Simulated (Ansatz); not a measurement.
# GaH5O2S: a nudged elastic band, and a look at its input

Aim: a nudged elastic band from the structure below. Read the input with care, then see what the program makes of it. The step meant is a four-centre ligand exchange at charge 0 and multiplicity 1, which changes Ga1–O6, S2–H5, Ga1–S2, H5–O6.

Method: PBE0-D4/def2-SVP; program: Ansatz 0.2.0, Gaussian basis.

## Step 1: The structure

```
Ga   -0.58142   -1.09611   -0.08764
S     1.53928   -1.55558    0.54604
H    -0.80741   -1.25288   -1.62295
H    -1.66258   -1.09801    1.03853
H     0.99807    0.87723   -0.03317
O     0.03440    1.02875    0.01081
O    -0.24846    1.88660   -1.08906
H     1.30186   -1.46077    1.86405
H    -0.57373    2.67057   -0.62653
```

## Step 2: The run

File run/in.yaml:

```yaml
crystal:
  periodic: [false, false, false]
  atoms:
    - {symbol: Ga, position_ang: [-0.581422, -1.096105, -0.087635]}
    - {symbol: S, position_ang: [1.539279, -1.555577, 0.546044]}
    - {symbol: H, position_ang: [-0.807415, -1.252884, -1.622946]}
    - {symbol: H, position_ang: [-1.662578, -1.098014, 1.038531]}
    - {symbol: H, position_ang: [0.998067, 0.877229, -0.033170]}
    - {symbol: O, position_ang: [0.034398, 1.028754, 0.010814]}
    - {symbol: O, position_ang: [-0.248465, 1.886602, -1.089056]}
    - {symbol: H, position_ang: [1.301862, -1.460773, 1.864049]}
    - {symbol: H, position_ang: [-0.573727, 2.670570, -0.626531]}
basis:
  gaussian: {orbitals: def2-SVP}
hamiltonian: {xc: pbe0, dispersion: d4}
neb:
  images: 5
  climbing: true
  max_iterations: 30
  initial_path: idpp
  climb: true
  final_atoms:
    - {symbol: Ga, position_ang: [-1.006096, -0.809530, -0.180541]}
    - {symbol: S, position_ang: [1.496856, -1.060239, 0.425689]}
    - {symbol: H, position_ang: [-0.887350, -1.234725, -1.677946]}
    - {symbol: H, position_ang: [-1.788669, -1.487347, 0.988038]}
    - {symbol: H, position_ang: [1.511353, 0.197140, -0.093423]}
    - {symbol: O, position_ang: [-0.865814, 1.014209, 0.161112]}
    - {symbol: O, position_ang: [0.145481, 1.519984, -0.735803]}
    - {symbol: H, position_ang: [1.323711, -0.604493, 1.677712]}
    - {symbol: H, position_ang: [0.070527, 2.464802, -0.564738]}
```

On the command line:

```
ansatz run in.yaml --threads 4 --pin off --events-out ev --progress --plain --max-ram 9574MiB
```

What does the calculation give? Wanted: this run.

As calculated:

| quantity | value |
| --- | --- |
| this run | refused |
| fault | misspelt key |

What this shows: The block holds a key that the program does not know.
